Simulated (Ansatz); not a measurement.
# CH₆AlN + H₂: a complex and its separated parts

The complex below is one end of an elementary step. How strongly is it bound against its free parts?

Method: PBE0-D4/def2-TZVP structures, single points in def2-TZVPP, no counterpoise correction; program: Ansatz 0.2.0, Gaussian basis.

Levels: SPW92, PBE-D4, BLYP-D4, r2SCAN-D4, B97M-V, PBE0-D4, B3LYP-D4, r2SCAN0-D4, BHLYP-D4, CAM-B3LYP-D4, wB97X-V, wB97M-V, B2PLYP, PBE-QIDH, RPA on PBE, Hartree-Fock, MP2, CCSD, CCSD(T).

Correlated methods freeze the cores. B3LYP uses VWN-RPA correlation. B2PLYP carries no dispersion term here.

78 further runs of the same task are left out: 78 set aside as unsound or not needed.

## Step 1: The starting structure

The complex: 11 atoms, charge 0, spin multiplicity 1.

Atoms are counted from 1 here; the program's logs count them from 0.

Bond lengths: Al1–H3 1.585 Å, Al1–H4 1.584 Å, Al1–N6 1.770 Å, H2–H5 0.749 Å, N6–C7 1.447 Å, N6–H8 1.009 Å, C7–H9 1.097 Å, C7–H10 1.097 Å, C7–H11 1.093 Å. Angles: H3–Al1–H4 124.7°, H3–Al1–N6 117.7°, H4–Al1–N6 117.5°, Al1–N6–C7 128.4°, Al1–N6–H8 119.6°, C7–N6–H8 112.0°, N6–C7–H9 112.5°, N6–C7–H10 112.4°, N6–C7–H11 109.8°, H9–C7–H10 107.6°, H9–C7–H11 107.1°, H10–C7–H11 107.1°.

Geometry (Å):

```mol
CH8AlN
  3D, bonds by distance, orders not assigned

 11  9  0  0  0  0  0  0  0  0999 V2000
   -0.3137   -0.9869    0.9209 Al  0  0
    2.3916   -1.4854    0.6431 H   0  0
   -0.4327   -2.2033   -0.0875 H   0  0
   -0.1223   -1.1290    2.4870 H   0  0
    2.3135   -0.7527    0.5058 H   0  0
   -0.4908    0.6467    0.2635 N   0  0
   -0.6834    1.0440   -1.1140 C   0  0
   -0.4505    1.4412    0.8846 H   0  0
    0.1379    1.6666   -1.4903 H   0  0
   -1.6161    1.6015   -1.2619 H   0  0
   -0.7336    0.1573   -1.7512 H   0  0
  1  3  8  0
  1  4  8  0
  1  6  8  0
  2  5  8  0
  6  7  8  0
  6  8  8  0
  7  9  8  0
  7 10  8  0
  7 11  8  0
M  END
```

Its parts: CH₆AlN holds atoms 1, 3, 4, 6, 7, 8, 9, 10, 11; H₂ holds atoms 2, 5. Each part counts its atoms afresh in its own runs.

## Step 2: Relaxing CH₆AlN alone

File relax-a/in.yaml:

```yaml
crystal:
  periodic: [false, false, false]
  atoms:
    - {symbol: Al, position_ang: [-0.313654, -0.986915, 0.920948]}
    - {symbol: H, position_ang: [-0.432671, -2.203295, -0.087475]}
    - {symbol: H, position_ang: [-0.122323, -1.129035, 2.486961]}
    - {symbol: N, position_ang: [-0.490808, 0.646706, 0.263502]}
    - {symbol: C, position_ang: [-0.683369, 1.043980, -1.114039]}
    - {symbol: H, position_ang: [-0.450467, 1.441218, 0.884608]}
    - {symbol: H, position_ang: [0.137931, 1.666581, -1.490309]}
    - {symbol: H, position_ang: [-1.616142, 1.601530, -1.261913]}
    - {symbol: H, position_ang: [-0.733608, 0.157340, -1.751235]}
basis:
  gaussian: {orbitals: def2-TZVP}
hamiltonian: {xc: pbe0, dispersion: d4}
relax: {f_tol: 0.005, max_steps: 200}
```

On the command line:

```bash
$ ansatz run in.yaml --threads 2 --pin off --events-out ev --progress --plain --max-ram 4352MiB
```

After this run come: Relaxing H₂ alone; SPW92/def2-TZVPP; PBE-D4/def2-TZVPP; BLYP-D4/def2-TZVPP; r2SCAN-D4/def2-TZVPP; B97M-V/def2-TZVPP; PBE0-D4/def2-TZVPP; B3LYP-D4/def2-TZVPP; r2SCAN0-D4/def2-TZVPP; BHLYP-D4/def2-TZVPP; CAM-B3LYP-D4/def2-TZVPP; wB97X-V/def2-TZVPP; wB97M-V/def2-TZVPP; B2PLYP/def2-TZVPP; PBE-QIDH/def2-TZVPP; RPA on PBE/def2-TZVPP; CCSD(T)/def2-TZVPP; Vibrations of CH₆AlN; Vibrations of H₂.

Before running it: what results should come out? Wanted: complex less parts, CCSD(T)/def2-TZVPP; with zero-point energy; largest T1 diagnostic.

As calculated:

```
                              quantity         value
complex less parts, CCSD(T)/def2-TZVPP  -1.78 kJ/mol
                with zero-point energy  +3.29 kJ/mol
                 largest T1 diagnostic         0.012
```

At CCSD(T) the complex lies 1.78 kJ/mol below its parts. The functionals run from B3LYP-D4, off by -0.48 kJ/mol, to SPW92, off by -9.12 kJ/mol, against CCSD(T). By rung, the mean size of the error is: LDA 9.12, GGA 1.97, meta-GGA 1.11, hybrid 1.89, range-separated hybrid 2.01, double hybrid 1.59 kJ/mol. PBE-D4 gives a relative energy 3.02 kJ/mol too low, an error of 170 % of the reference. No counterpoise was applied, and triple zeta lacks some correlation, so the CCSD(T) reference has a basis error of its own, and close matches with it are partly luck.
